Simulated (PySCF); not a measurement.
# SbCl₆−: NMR shieldings, part 1 of 2

Wanted: NMR shieldings for SbCl₆− (`[Cl][Sb-]([Cl])([Cl])([Cl])([Cl])[Cl]`).

Computed with PySCF 2.14.0 and routines of our own; the level stands in each step. Atoms count from 0.

## Step 1: The starting structure

7 atoms, charge -1, multiplicity 1; geometry from: GFN2-xTB.

## Step 2: NMR shieldings: PBE0/pcSseg-1 Sb:us-x2c-TZVPall-2c, spin–orbit

Job settings and geometry (Å):

```
{"job": {"xc": "PBE0", "basis": {"default": "pcSseg-1", "Sb": "us-x2c-TZVPall-2c"}, "rel": "so", "kind": "hnmr"}, "charge": -1, "multiplicity": 1}
Sb     0.000740    -0.003150     0.001110
Cl    -0.021660    -0.008780     2.420330
Cl     0.021320     0.013060    -2.418670
Cl     2.419430     0.009430     0.020560
Cl    -2.419590    -0.005060    -0.021780
Cl    -0.006910     2.416280     0.009640
Cl     0.006670    -2.421790    -0.011180
```

Level: PBE0/pcSseg-1 Sb:us-x2c-TZVPall-2c GIAO NMR shielding, X2C with spin-orbit coupling, screened-nuclear two-electron part, Gaussian nuclei, gas phase.

Command:

```bash
OMP_NUM_THREADS=1 python heavy_run.py task.json out
```

One launch serves the whole session: the jobs run in the order shown.

Output:

```text
spin-free SCF
coarse grid: 45928 points
cycle   1  E = -9248.3328126550  dE =  1.789e-01  |g| = 7.127e-01  |ddm| = 1.408e+01
cycle   2  E = -9248.1795469215  dE =  1.533e-01  |g| = 1.142e+00  |ddm| = 2.183e+00
cycle   3  E = -9248.4528642813  dE = -2.733e-01  |g| = 1.201e-01  |ddm| = 1.355e+00
cycle   4  E = -9248.4556515104  dE = -2.787e-03  |g| = 3.093e-02  |ddm| = 1.664e-01
cycle   5  E = -9248.4558748859  dE = -2.234e-04  |g| = 6.524e-03  |ddm| = 4.357e-02
cycle   6  E = -9248.4558844482  dE = -9.562e-06  |g| = 8.733e-04  |ddm| = 7.869e-03
final grid: 84520 points
cycle   7  E = -9248.4541078473  dE = -7.667e-07  |g| = 1.385e-03  |ddm| = 2.331e-03
cycle   8  E = -9248.4541077966  dE =  5.068e-08  |g| = 7.895e-04  |ddm| = 1.647e-03
cycle   9  E = -9248.4541078736  dE = -7.703e-08  |g| = 5.345e-04  |ddm| = 1.563e-03
cycle  10  E = -9248.4541079476  dE = -7.403e-08  |g| = 1.602e-04  |ddm| = 7.597e-04
cycle  11  E = -9248.4541079501  dE = -2.476e-09  |g| = 4.410e-06  |ddm| = 1.253e-04
converged SCF energy = -9248.4541079501
two-component SCF
cycle   1  E = -9247.7177563688  dE = -9.248e+03  |FDS-SDF| = 4.859e+01
cycle   2  E = -9249.3980199203  dE = -1.680e+00  |FDS-SDF| = 3.453e-01
cycle   3  E = -9249.3985574132  dE = -5.375e-04  |FDS-SDF| = 1.005e-02
cycle   4  E = -9249.3985764609  dE = -1.905e-05  |FDS-SDF| = 5.116e-03
cycle   5  E = -9249.3985810713  dE = -4.610e-06  |FDS-SDF| = 2.093e-03
cycle   6  E = -9249.3985835223  dE = -2.451e-06  |FDS-SDF| = 9.695e-04
cycle   7  E = -9249.3985847740  dE = -1.252e-06  |FDS-SDF| = 3.966e-04
cycle   8  E = -9249.3985851257  dE = -3.516e-07  |FDS-SDF| = 1.196e-04
cycle   9  E = -9249.3985851523  dE = -2.661e-08  |FDS-SDF| = 2.067e-05
converged, E = -9249.3985851523

Field gradients (au) and densities at the nuclei (bohr^-3)
atom        Vxx        Vyy        Vzz        centre      nuclear mean
  0 Sb    -0.0028    -0.0318     0.0346     190763.560     189327.585
  1 Cl    -1.4397    -1.4399     2.8796       2817.211       2817.160
  2 Cl    -1.4392    -1.4396     2.8788       2817.211       2817.159
  3 Cl    -1.4393    -1.4396     2.8789       2817.211       2817.159
  4 Cl    -1.4396    -1.4398     2.8795       2817.211       2817.159
  5 Cl    -1.4389    -1.4390     2.8778       2817.210       2817.159
  6 Cl    -1.4404    -1.4405     2.8808       2817.212       2817.160
without picture change
  0 Sb                           0.0365                    394833.834

Core orbital energies (eV)
atom   shell        mean    spread
  0 Sb 1s       -30343.302   0.000
  0 Sb 2s        -4640.598   0.000
  0 Sb 3s         -919.620   0.000
  0 Sb 4s         -154.999   0.000
  0 Sb 5s          -18.268   0.000
  0 Sb 2p1/2     -4338.109   0.000
  0 Sb 2p3/2     -4086.800   0.002
  0 Sb 3p1/2      -795.809   0.000
  0 Sb 3p3/2      -748.951   0.028
  0 Sb 4p1/2      -112.611   0.000
  0 Sb 4p3/2      -103.918   0.002
  0 Sb 3d3/2      -530.843   0.000
  0 Sb 3d5/2      -521.281   0.000
  0 Sb 4d3/2       -36.389   0.000
  0 Sb 4d5/2       -35.128   0.067
  1 Cl 1s        -2773.463   0.000
  1 Cl 2s         -257.153   0.000
  1 Cl 3s          -18.876   0.000
  1 Cl 2p1/2      -194.995   0.000
  1 Cl 2p3/2      -193.310   0.128
  2 Cl 1s        -2773.453   0.000
  2 Cl 2s         -257.142   0.000
  2 Cl 3s          -18.867   0.000
  2 Cl 2p1/2      -194.984   0.000
  2 Cl 2p3/2      -193.300   0.127
  3 Cl 1s        -2773.462   0.000
  3 Cl 2s         -257.152   0.000
  3 Cl 3s          -18.877   0.000
  3 Cl 2p1/2      -194.994   0.000
  3 Cl 2p3/2      -193.310   0.128
  4 Cl 1s        -2773.454   0.000
  4 Cl 2s         -257.143   0.000
  4 Cl 3s          -18.866   0.000
  4 Cl 2p1/2      -194.985   0.000
  4 Cl 2p3/2      -193.301   0.127
  5 Cl 1s        -2773.446   0.000
  5 Cl 2s         -257.136   0.000
  5 Cl 3s          -18.862   0.000
  5 Cl 2p1/2      -194.978   0.000
  5 Cl 2p3/2      -193.293   0.127
  6 Cl 1s        -2773.474   0.000
  6 Cl 2s         -257.163   0.000
  6 Cl 3s          -18.887   0.000
  6 Cl 2p1/2      -195.005   0.000
  6 Cl 2p3/2      -193.321   0.128

Shielding tensors (ppm)
atom      isotropic    diamagn.    paramagn.     s11        s22        s33       span
  0 Sb     4149.33     4850.57     -701.24    4148.97    4149.49    4149.54       0.58
  1 Cl      200.45     1121.83     -921.38    -191.65    -191.28     984.30    1175.95
  2 Cl      197.79     1121.84     -924.05    -195.64    -195.05     984.08    1179.72
  3 Cl      200.53     1121.84     -921.31    -191.48    -191.01     984.07    1175.55
  4 Cl      197.66     1121.84     -924.18    -195.88    -195.45     984.31    1180.19
  5 Cl      195.88     1121.85     -925.97    -198.07    -197.87     983.57    1181.64
  6 Cl      202.58     1121.83     -919.24    -188.46    -188.26     984.47    1172.93
```

Run time: 9.8 min. Hardware: 1 thread of Arm Neoverse V2, shared host; peak memory 1.8 GiB.

Key values:

```
                       quantity       value
energy from spin-orbit coupling  -0.9445 Eh
```

## Step 3: NMR shieldings: PBE0/pcSseg-1 Sb:us-x2c-TZVPall-2c, spin-free

Job settings and geometry (Å):

```
{"job": {"xc": "PBE0", "basis": {"default": "pcSseg-1", "Sb": "us-x2c-TZVPall-2c"}, "rel": "sf", "kind": "hnmr"}, "charge": -1, "multiplicity": 1}
Sb     0.000740    -0.003150     0.001110
Cl    -0.021660    -0.008780     2.420330
Cl     0.021320     0.013060    -2.418670
Cl     2.419430     0.009430     0.020560
Cl    -2.419590    -0.005060    -0.021780
Cl    -0.006910     2.416280     0.009640
Cl     0.006670    -2.421790    -0.011180
```

Level: PBE0/pcSseg-1 Sb:us-x2c-TZVPall-2c GIAO NMR shielding, spin-free X2C, Gaussian nuclei, gas phase.

Output:

```text
spin-free SCF
coarse grid: 45928 points
cycle   1  E = -9248.3328126550  dE =  1.789e-01  |g| = 7.127e-01  |ddm| = 1.408e+01
cycle   2  E = -9248.1795469215  dE =  1.533e-01  |g| = 1.142e+00  |ddm| = 2.183e+00
cycle   3  E = -9248.4528642813  dE = -2.733e-01  |g| = 1.201e-01  |ddm| = 1.355e+00
cycle   4  E = -9248.4556515104  dE = -2.787e-03  |g| = 3.093e-02  |ddm| = 1.664e-01
cycle   5  E = -9248.4558748859  dE = -2.234e-04  |g| = 6.524e-03  |ddm| = 4.357e-02
cycle   6  E = -9248.4558844482  dE = -9.562e-06  |g| = 8.733e-04  |ddm| = 7.869e-03
final grid: 84520 points
cycle   7  E = -9248.4541078473  dE = -7.667e-07  |g| = 1.385e-03  |ddm| = 2.331e-03
cycle   8  E = -9248.4541077966  dE =  5.068e-08  |g| = 7.895e-04  |ddm| = 1.647e-03
cycle   9  E = -9248.4541078736  dE = -7.703e-08  |g| = 5.345e-04  |ddm| = 1.563e-03
cycle  10  E = -9248.4541079476  dE = -7.403e-08  |g| = 1.602e-04  |ddm| = 7.597e-04
cycle  11  E = -9248.4541079501  dE = -2.476e-09  |g| = 4.410e-06  |ddm| = 1.253e-04
converged SCF energy = -9248.4541079501
check of the scalar solution
cycle   1  E = -9248.4541079501  dE = -9.248e+03  |FDS-SDF| = 4.957e+00
cycle   2  E = -9248.4553066741  dE = -1.199e-03  |FDS-SDF| = 3.377e-03
cycle   3  E = -9248.4553066751  dE = -1.022e-09  |FDS-SDF| = 8.606e-05
converged, E = -9248.4553066751

Field gradients (au) and densities at the nuclei (bohr^-3)
atom        Vxx        Vyy        Vzz        centre      nuclear mean
  0 Sb    -0.0028    -0.0316     0.0344     190644.635     189208.659
  1 Cl    -1.4394    -1.4396     2.8790       2817.226       2817.175
  2 Cl    -1.4389    -1.4393     2.8782       2817.226       2817.174
  3 Cl    -1.4391    -1.4393     2.8784       2817.226       2817.175
  4 Cl    -1.4394    -1.4396     2.8789       2817.226       2817.174
  5 Cl    -1.4386    -1.4387     2.8773       2817.226       2817.174
  6 Cl    -1.4401    -1.4402     2.8803       2817.227       2817.176
without picture change
  0 Sb                           0.0364                    394848.624

Core orbital energies (eV)
atom   shell        mean    spread
  0 Sb 1s       -30345.014   0.000
  0 Sb 2s        -4640.947   0.000
  0 Sb 3s         -919.711   0.000
  0 Sb 4s         -155.026   0.000
  0 Sb 5s          -18.272   0.000
  0 Sb 2p        -4167.456   0.002
  0 Sb 3p         -764.035   0.048
  0 Sb 4p         -106.721   0.004
  0 Sb 3d         -525.147   0.001
  0 Sb 4d          -35.647   0.111
  1 Cl 1s        -2773.462   0.000
  1 Cl 2s         -257.152   0.000
  1 Cl 3s          -18.877   0.000
  1 Cl 2p         -193.871   0.200
  2 Cl 1s        -2773.452   0.000
  2 Cl 2s         -257.142   0.000
  2 Cl 3s          -18.867   0.000
  2 Cl 2p         -193.861   0.200
  3 Cl 1s        -2773.461   0.000
  3 Cl 2s         -257.152   0.000
  3 Cl 3s          -18.878   0.000
  3 Cl 2p         -193.870   0.200
  4 Cl 1s        -2773.453   0.000
  4 Cl 2s         -257.143   0.000
  4 Cl 3s          -18.867   0.000
  4 Cl 2p         -193.861   0.200
  5 Cl 1s        -2773.445   0.000
  5 Cl 2s         -257.135   0.000
  5 Cl 3s          -18.863   0.000
  5 Cl 2p         -193.854   0.200
  6 Cl 1s        -2773.473   0.000
  6 Cl 2s         -257.163   0.000
  6 Cl 3s          -18.887   0.000
  6 Cl 2p         -193.881   0.200

Shielding tensors (ppm)
atom      isotropic    diamagn.    paramagn.     s11        s22        s33       span
  0 Sb     2461.93     5269.48    -2807.54    2461.89    2461.94    2461.96       0.07
  1 Cl      188.52     1139.45     -950.93    -214.62    -214.26     994.44    1209.07
  2 Cl      185.81     1139.46     -953.65    -218.73    -218.14     994.28    1213.01
  3 Cl      188.60     1139.45     -950.85    -214.44    -213.97     994.22    1208.66
  4 Cl      185.66     1139.45     -953.79    -218.98    -218.55     994.51    1213.49
  5 Cl      183.85     1139.46     -955.61    -221.22    -221.03     993.81    1215.03
  6 Cl      190.69     1139.44     -948.76    -211.34    -211.15     994.54    1205.88
```

It took 2.1 min on 1 thread of Arm Neoverse V2, shared host; peak memory 1.4 GiB.

## Step 4: NMR shieldings: PBE0/pcSseg-1 Sb:us-x2c-TZVPall-2c in water, spin–orbit

Job settings and geometry (Å):

```
{"job": {"xc": "PBE0", "basis": {"default": "pcSseg-1", "Sb": "us-x2c-TZVPall-2c"}, "rel": "so", "solvent": "water", "kind": "hnmr"}, "charge": -1, "multiplicity": 1}
Sb     0.000740    -0.003150     0.001110
Cl    -0.021660    -0.008780     2.420330
Cl     0.021320     0.013060    -2.418670
Cl     2.419430     0.009430     0.020560
Cl    -2.419590    -0.005060    -0.021780
Cl    -0.006910     2.416280     0.009640
Cl     0.006670    -2.421790    -0.011180
```

With the program's defaults for keys left out, this is: PBE0/pcSseg-1 Sb:us-x2c-TZVPall-2c GIAO NMR shielding, X2C with spin-orbit coupling, screened-nuclear two-electron part, Gaussian nuclei, IEF-PCM water.

Output:

```text
spin-free SCF
coarse grid: 45928 points
cycle   1  E = -9248.3963172222  dE =  1.158e-01  |g| = 7.213e-01  |ddm| = 1.408e+01
cycle   2  E = -9248.2526766483  dE =  1.436e-01  |g| = 1.129e+00  |ddm| = 2.232e+00
cycle   3  E = -9248.5233934367  dE = -2.707e-01  |g| = 1.001e-01  |ddm| = 1.348e+00
cycle   4  E = -9248.5250451792  dE = -1.652e-03  |g| = 2.467e-02  |ddm| = 1.280e-01
cycle   5  E = -9248.5251611604  dE = -1.160e-04  |g| = 3.889e-03  |ddm| = 3.168e-02
cycle   6  E = -9248.5251650183  dE = -3.858e-06  |g| = 7.133e-04  |ddm| = 5.404e-03
final grid: 84520 points
cycle   7  E = -9248.5233870166  dE = -7.305e-07  |g| = 1.345e-03  |ddm| = 2.365e-03
cycle   8  E = -9248.5233869147  dE =  1.019e-07  |g| = 8.934e-04  |ddm| = 1.955e-03
cycle   9  E = -9248.5233870658  dE = -1.511e-07  |g| = 5.791e-04  |ddm| = 1.841e-03
cycle  10  E = -9248.5233871433  dE = -7.748e-08  |g| = 1.003e-04  |ddm| = 6.849e-04
cycle  11  E = -9248.5233871442  dE = -9.532e-10  |g| = 2.907e-06  |ddm| = 7.362e-05
converged SCF energy = -9248.5233871442
two-component SCF
cycle   1  E = -9247.7870333719  dE = -9.248e+03  |FDS-SDF| = 4.859e+01
cycle   2  E = -9249.4673024845  dE = -1.680e+00  |FDS-SDF| = 3.453e-01
cycle   3  E = -9249.4678397945  dE = -5.373e-04  |FDS-SDF| = 1.002e-02
cycle   4  E = -9249.4678587005  dE = -1.891e-05  |FDS-SDF| = 4.958e-03
cycle   5  E = -9249.4678630765  dE = -4.376e-06  |FDS-SDF| = 1.881e-03
cycle   6  E = -9249.4678653263  dE = -2.250e-06  |FDS-SDF| = 8.687e-04
cycle   7  E = -9249.4678664080  dE = -1.082e-06  |FDS-SDF| = 3.565e-04
cycle   8  E = -9249.4678666796  dE = -2.716e-07  |FDS-SDF| = 1.067e-04
cycle   9  E = -9249.4678666994  dE = -1.987e-08  |FDS-SDF| = 1.754e-05
converged, E = -9249.4678666994

Field gradients (au) and densities at the nuclei (bohr^-3)
atom        Vxx        Vyy        Vzz        centre      nuclear mean
  0 Sb    -0.0026    -0.0321     0.0347     190763.580     189327.605
  1 Cl    -1.4239    -1.4241     2.8480       2817.225       2817.173
  2 Cl    -1.4224    -1.4229     2.8453       2817.223       2817.172
  3 Cl    -1.4235    -1.4238     2.8473       2817.224       2817.173
  4 Cl    -1.4229    -1.4232     2.8462       2817.224       2817.172
  5 Cl    -1.4215    -1.4216     2.8431       2817.223       2817.171
  6 Cl    -1.4256    -1.4257     2.8513       2817.226       2817.174
without picture change
  0 Sb                           0.0367                    394833.874

Core orbital energies (eV)
atom   shell        mean    spread
  0 Sb 1s       -30347.023   0.000
  0 Sb 2s        -4644.322   0.000
  0 Sb 3s         -923.344   0.000
  0 Sb 4s         -158.725   0.000
  0 Sb 5s          -22.030   0.000
  0 Sb 2p1/2     -4341.833   0.000
  0 Sb 2p3/2     -4090.523   0.002
  0 Sb 3p1/2      -799.533   0.000
  0 Sb 3p3/2      -752.676   0.028
  0 Sb 4p1/2      -116.338   0.000
  0 Sb 4p3/2      -107.645   0.002
  0 Sb 3d3/2      -534.568   0.000
  0 Sb 3d5/2      -525.005   0.000
  0 Sb 4d3/2       -40.118   0.000
  0 Sb 4d5/2       -38.857   0.067
  1 Cl 1s        -2777.230   0.000
  1 Cl 2s         -260.918   0.000
  1 Cl 3s          -22.641   0.000
  1 Cl 2p1/2      -198.760   0.000
  1 Cl 2p3/2      -197.076   0.126
  2 Cl 1s        -2777.222   0.000
  2 Cl 2s         -260.910   0.000
  2 Cl 3s          -22.634   0.000
  2 Cl 2p1/2      -198.752   0.000
  2 Cl 2p3/2      -197.068   0.125
  3 Cl 1s        -2777.229   0.000
  3 Cl 2s         -260.918   0.000
  3 Cl 3s          -22.642   0.000
  3 Cl 2p1/2      -198.760   0.000
  3 Cl 2p3/2      -197.075   0.126
  4 Cl 1s        -2777.223   0.000
  4 Cl 2s         -260.911   0.000
  4 Cl 3s          -22.633   0.000
  4 Cl 2p1/2      -198.753   0.000
  4 Cl 2p3/2      -197.069   0.125
  5 Cl 1s        -2777.217   0.000
  5 Cl 2s         -260.905   0.000
  5 Cl 3s          -22.631   0.000
  5 Cl 2p1/2      -198.747   0.000
  5 Cl 2p3/2      -197.063   0.125
  6 Cl 1s        -2777.239   0.000
  6 Cl 2s         -260.927   0.000
  6 Cl 3s          -22.649   0.000
  6 Cl 2p1/2      -198.768   0.000
  6 Cl 2p3/2      -197.084   0.126

Shielding tensors (ppm)
atom      isotropic    diamagn.    paramagn.     s11        s22        s33       span
  0 Sb     4129.93     4851.08     -721.15    4129.55    4130.10    4130.13       0.58
  1 Cl      207.37     1121.70     -914.32    -180.54    -180.12     982.78    1163.32
  2 Cl      205.64     1121.71     -916.07    -183.20    -182.55     982.66    1165.87
  3 Cl      207.49     1121.70     -914.21    -180.31    -179.77     982.55    1162.86
  4 Cl      205.45     1121.70     -916.26    -183.53    -183.03     982.89    1166.42
  5 Cl      204.33     1121.72     -917.39    -184.71    -184.52     982.23    1166.94
  6 Cl      208.59     1121.69     -913.10    -178.63    -178.45     982.85    1161.48
```

Run time: 7.8 min. Hardware: 1 thread of Arm Neoverse V2, shared host; peak memory 1.8 GiB.

Key values:

```
                       quantity       value
energy from spin-orbit coupling  -0.9445 Eh
```

## Step 5: NMR shieldings: PBE0/pcSseg-1 Sb:us-x2c-TZVPall-2c in water, spin-free

Job settings and geometry (Å):

```
{"job": {"xc": "PBE0", "basis": {"default": "pcSseg-1", "Sb": "us-x2c-TZVPall-2c"}, "rel": "sf", "solvent": "water", "kind": "hnmr"}, "charge": -1, "multiplicity": 1}
Sb     0.000740    -0.003150     0.001110
Cl    -0.021660    -0.008780     2.420330
Cl     0.021320     0.013060    -2.418670
Cl     2.419430     0.009430     0.020560
Cl    -2.419590    -0.005060    -0.021780
Cl    -0.006910     2.416280     0.009640
Cl     0.006670    -2.421790    -0.011180
```

Method: PBE0/pcSseg-1 Sb:us-x2c-TZVPall-2c GIAO NMR shielding, spin-free X2C, Gaussian nuclei, IEF-PCM water.

Output:

```text
spin-free SCF
coarse grid: 45928 points
cycle   1  E = -9248.3963172222  dE =  1.158e-01  |g| = 7.213e-01  |ddm| = 1.408e+01
cycle   2  E = -9248.2526766483  dE =  1.436e-01  |g| = 1.129e+00  |ddm| = 2.232e+00
cycle   3  E = -9248.5233934367  dE = -2.707e-01  |g| = 1.001e-01  |ddm| = 1.348e+00
cycle   4  E = -9248.5250451792  dE = -1.652e-03  |g| = 2.467e-02  |ddm| = 1.280e-01
cycle   5  E = -9248.5251611604  dE = -1.160e-04  |g| = 3.889e-03  |ddm| = 3.168e-02
cycle   6  E = -9248.5251650183  dE = -3.858e-06  |g| = 7.133e-04  |ddm| = 5.404e-03
final grid: 84520 points
cycle   7  E = -9248.5233870166  dE = -7.305e-07  |g| = 1.345e-03  |ddm| = 2.365e-03
cycle   8  E = -9248.5233869147  dE =  1.019e-07  |g| = 8.934e-04  |ddm| = 1.955e-03
cycle   9  E = -9248.5233870658  dE = -1.511e-07  |g| = 5.791e-04  |ddm| = 1.841e-03
cycle  10  E = -9248.5233871433  dE = -7.748e-08  |g| = 1.003e-04  |ddm| = 6.849e-04
cycle  11  E = -9248.5233871442  dE = -9.532e-10  |g| = 2.907e-06  |ddm| = 7.362e-05
converged SCF energy = -9248.5233871442
check of the scalar solution
cycle   1  E = -9248.5233871442  dE = -9.249e+03  |FDS-SDF| = 4.957e+00
cycle   2  E = -9248.5245859026  dE = -1.199e-03  |FDS-SDF| = 3.377e-03
cycle   3  E = -9248.5245859035  dE = -8.968e-10  |FDS-SDF| = 8.703e-05
converged, E = -9248.5245859035

Field gradients (au) and densities at the nuclei (bohr^-3)
atom        Vxx        Vyy        Vzz        centre      nuclear mean
  0 Sb    -0.0026    -0.0320     0.0346     190644.655     189208.679
  1 Cl    -1.4236    -1.4238     2.8474       2817.240       2817.188
  2 Cl    -1.4221    -1.4226     2.8447       2817.239       2817.187
  3 Cl    -1.4232    -1.4235     2.8467       2817.240       2817.188
  4 Cl    -1.4226    -1.4230     2.8456       2817.239       2817.187
  5 Cl    -1.4212    -1.4213     2.8425       2817.238       2817.186
  6 Cl    -1.4253    -1.4254     2.8507       2817.241       2817.189
without picture change
  0 Sb                           0.0366                    394848.665

Core orbital energies (eV)
atom   shell        mean    spread
  0 Sb 1s       -30348.736   0.000
  0 Sb 2s        -4644.670   0.000
  0 Sb 3s         -923.435   0.000
  0 Sb 4s         -158.752   0.000
  0 Sb 5s          -22.034   0.000
  0 Sb 2p        -4171.179   0.002
  0 Sb 3p         -767.759   0.048
  0 Sb 4p         -110.448   0.004
  0 Sb 3d         -528.871   0.001
  0 Sb 4d          -39.376   0.111
  1 Cl 1s        -2777.229   0.000
  1 Cl 2s         -260.918   0.000
  1 Cl 3s          -22.642   0.000
  1 Cl 2p         -197.636   0.197
  2 Cl 1s        -2777.221   0.000
  2 Cl 2s         -260.910   0.000
  2 Cl 3s          -22.635   0.000
  2 Cl 2p         -197.629   0.197
  3 Cl 1s        -2777.228   0.000
  3 Cl 2s         -260.917   0.000
  3 Cl 3s          -22.643   0.000
  3 Cl 2p         -197.636   0.197
  4 Cl 1s        -2777.222   0.000
  4 Cl 2s         -260.911   0.000
  4 Cl 3s          -22.634   0.000
  4 Cl 2p         -197.629   0.197
  5 Cl 1s        -2777.216   0.000
  5 Cl 2s         -260.905   0.000
  5 Cl 3s          -22.632   0.000
  5 Cl 2p         -197.623   0.197
  6 Cl 1s        -2777.238   0.000
  6 Cl 2s         -260.926   0.000
  6 Cl 3s          -22.650   0.000
  6 Cl 2p         -197.645   0.197

Shielding tensors (ppm)
atom      isotropic    diamagn.    paramagn.     s11        s22        s33       span
  0 Sb     2465.47     5269.98    -2804.52    2465.41    2465.46    2465.53       0.12
  1 Cl      196.15     1139.31     -943.17    -202.30    -201.89     992.63    1194.94
  2 Cl      194.39     1139.32     -944.93    -205.01    -204.36     992.55    1197.56
  3 Cl      196.28     1139.32     -943.04    -202.06    -201.52     992.41    1194.47
  4 Cl      194.19     1139.32     -945.13    -205.35    -204.85     992.77    1198.12
  5 Cl      193.07     1139.33     -946.26    -206.55    -206.36     992.13    1198.67
  6 Cl      197.37     1139.30     -941.94    -200.37    -200.18     992.66    1193.03
```

Wall time 2.1 min (1 thread of Arm Neoverse V2, shared host); peak memory 1.5 GiB.

(Continued in part 2 of 2.)
